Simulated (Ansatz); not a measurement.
# LaN: a single-point run

Wanted: a converged single-point run for LaN, and a check of what comes out. The structure is shown as the input types it. The cell is built on a prototype (zincblende) and needn't be the phase found in nature.

Computed with Ansatz 0.2.0 (density functional or hybrid calculation with the settings of its input, plane waves, unless a step's input says otherwise).

3 further runs of the same task are left out: 2 for a known fault of the program, 1 that didn't finish.

## Step 1: The system as given

The structure is cubic, space group F-43m (No. 216). Conventional cell: a = 5.605 Å, b = 5.605 Å, c = 5.605 Å, α = 90.00°, β = 90.00°, γ = 90.00°. La (site symmetry -43m) is surrounded by 4 N at 2.43 Å. Around N (site symmetry -43m) lie 4 La at 2.43 Å.

As a file:

```cif
data_structure
_symmetry_space_group_name_H-M 'P 1'
_symmetry_Int_Tables_number 1
_cell_length_a 3.9632
_cell_length_b 3.9632
_cell_length_c 3.9632
_cell_angle_alpha 60.000
_cell_angle_beta 60.000
_cell_angle_gamma 60.000
_cell_volume 44.02
loop_
_atom_site_label
_atom_site_type_symbol
_atom_site_fract_x
_atom_site_fract_y
_atom_site_fract_z
_atom_site_occupancy
La1 La 0.00000 0.00000 0.00000 1
N1 N 0.25000 0.25000 0.25000 1
```

## Step 2: The calculation

input.yaml reads:

```yaml
crystal:
  lattice:
    - [0.0, 2.8023844601, 2.8023844601]
    - [2.8023844601, 0.0, 2.8023844601]
    - [2.8023844601, 2.8023844601, 0.0]
  atoms:
    - { symbol: La, position: [0.0, 0.0, 0.0] }
    - { symbol: "N", position: [0.25, 0.25, 0.25] }
kpoints:
  mp_grid: { grid: [6, 6, 6] }
hamiltonian:
  xc: r2scan
scf:
  occupations: { method: cold, width: 1.5 }
  n_extra_bands: 4
output:
  forces: true
  stress: true
  eigenvalues: true
```

Command:

```bash
$ ansatz run input.yaml --threads 4 --pin off --max-ram 3686MiB --backend cpu --events-out ev --progress --plain --runs-dir out
```

Q: Will this input give a usable result? If not, why, and what should change?

The program finished normally. That alone doesn't make the input a sound one.

Look at the input: scf.occupations.width is 1.5. The width is far wider than usual, so occupations near the Fermi level are blurred and the entropy term grows.

To check: set scf.occupations.width to 0.2.
